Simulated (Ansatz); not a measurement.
# KZnI3: the cost of one run

Program: Ansatz 0.2.0. Level of theory: DFT PBE, scalar-relativistic, plane waves, PAW, unless a step names another level. These are calculated values, not measurements.

10 further runs of the same task are left out: 1 that didn't finish, 9 set aside as unsound or not needed.

### 1 Plan

Pauling electronegativities: K 0.82, Zn 1.65, I 2.66 (spread 1.84). The formula balances with common oxidation states: Zn +2, K +1, I -1. Tabulated atomic sizes suggest about 36 Å³/atom. 29 candidates were drawn, by swapping species into database cells of other compounds, at random by space group and Wyckoff sites, or by hand, as the table says:

| name | made from | space group no. | Wyckoff sites | atoms (primitive cell) | V (Å³/atom) |
| --- | --- | --- | --- | --- | --- |
| c01 | random | 123 | K 1b; Zn 1c; I 1d, 2f | 5 | 41.4 |
| c02 | random | 71 | K 2d; Zn 2b; I 4i, 2c | 5 | 35.7 |
| c03 | random | 35 | K 2a; Zn 2b; I 2a, 2b, 2a | 5 | 37.6 |
| c04 | random | 123 | K 1c; Zn 1b; I 2g, 1d | 5 | 35.8 |
| c05 | random | 65 | K 2b; Zn 2a; I 4f, 2d | 5 | 44.7 |
| c06 | random | 2 | K 1a; Zn 1e; I 1f, 1b, 1g | 5 | 40.7 |
| c07 | random | 2 | K 1a; Zn 1c; I 1f, 2i | 5 | 39.5 |
| c08 | database cell of RbNbO3 | 38 | K 2a; Zn 2b; I 2a, 4e | 5 | 30.3 |
| c09 | random | 131 | K 2c; Zn 2a; I 2d, 4k | 10 | 46.4 |
| c10 | database cell of KHgF3 | 65 | K 2d; Zn 2b; I 2c, 4e | 5 | 32.8 |
| c11 | database cell of BaCeO3 | 167 | K 6a; Zn 6b; I 18e | 10 | 34.2 |
| c12 | random | 191 | K 1b; Zn 1a; I 3g | 5 | 43.2 |
| c13 | database cell of Ag3SI | 146 | K 3a; Zn 3a; I 9b | 5 | 33.2 |
| c14 | database cell of SrZrO3 | 221 | K 1b; Zn 1a; I 3d | 5 | 37.2 |
| c15 | random | 65 | K 2d; Zn 2c; I 4i, 2b | 5 | 45.6 |
| c16 | random | 129 | K 2a; Zn 2c; I 4d, 2c | 10 | 38.8 |
| c17 | database cell of RbTlBr3 | 225 | K 8c; Zn 4b, 4a; I 24e | 10 | 43.2 |
| c18 | random | 166 | K 3a; Zn 3b; I 9e | 5 | 45.5 |
| c19 | database cell of KNbO3 | 38 | K 2b; Zn 2a; I 2b, 4d | 5 | 30.4 |
| c20 | database cell of CeGa3Pt | 119 | K 2a; Zn 2d; I 4e, 2c | 5 | 35.2 |
| c21 | database cell of SrNiO3 | 65 | K 2c; Zn 2a; I 2d, 4e | 5 | 32.8 |
| c22 | random | 111 | K 1b, 1d; Zn 2f; I 4n, 2g | 10 | 46.3 |
| c23 | random | 187 | K 1a; Zn 1c; I 1d, 2h | 5 | 44.0 |
| c24 | database cell of CsGeBr3 | 8 | K 2a; Zn 2a; I 2a, 4b | 5 | 41.2 |
| c25 | database cell of CsCdBr3 | 221 | K 1a; Zn 1b; I 3c | 5 | 35.4 |
| c26 | random | 160 | K 3a; Zn 3a; I 9b | 5 | 40.3 |
| c27 | random | 189 | K 1a; Zn 1b; I 3f | 5 | 38.1 |
| c28 | database cell of LaNiGe3 | 107 | K 2a; Zn 2a; I 4b, 2a | 5 | 35.5 |
| c29 | database cell of CeBPt3 | 99 | K 1a; Zn 1b; I 1b, 2c | 5 | 35.2 |

### 2 Screening run of c01

input.yaml

```yaml
crystal:
  lattice:
    - [4.8327376, 0.0, 0.0]
    - [0.0, 4.8327376, 0.0]
    - [0.0, 0.0, 8.86813387]
  atoms:
    - { symbol: K, position: [0.0, 0.0, 0.5] }
    - { symbol: Zn, position: [0.5, 0.5, 0.0] }
    - { symbol: I, position: [0.5, 0.5, 0.5] }
    - { symbol: I, position: [0.0, 0.5, 0.0] }
    - { symbol: I, position: [0.5, 0.0, 0.0] }
basis:
  ecutwfc: 420
kpoints:
  mp_grid: { grid: [3, 3, 2] }
hamiltonian:
  xc: pbe
scf:
  occupations: { method: gaussian, width: 0.15 }
  lower_state_search: "off"
output:
  forces: true
  stress: true
  eigenvalues: true
relax:
  adjacent_minimum: "off"
  f_tol: 0.08
  max_steps: 16
  cell: { stress_tol: 0.8 }
```

Launch:

```console
$ ansatz run input.yaml --threads 1 --pin off --max-ram 2560MiB --backend cpu --events-out ev --progress --plain --runs-dir out
```

What time and memory should one allow on 1 thread of Arm Neoverse V2, shared host?

About 61 s, with a peak of 0.45 GiB.
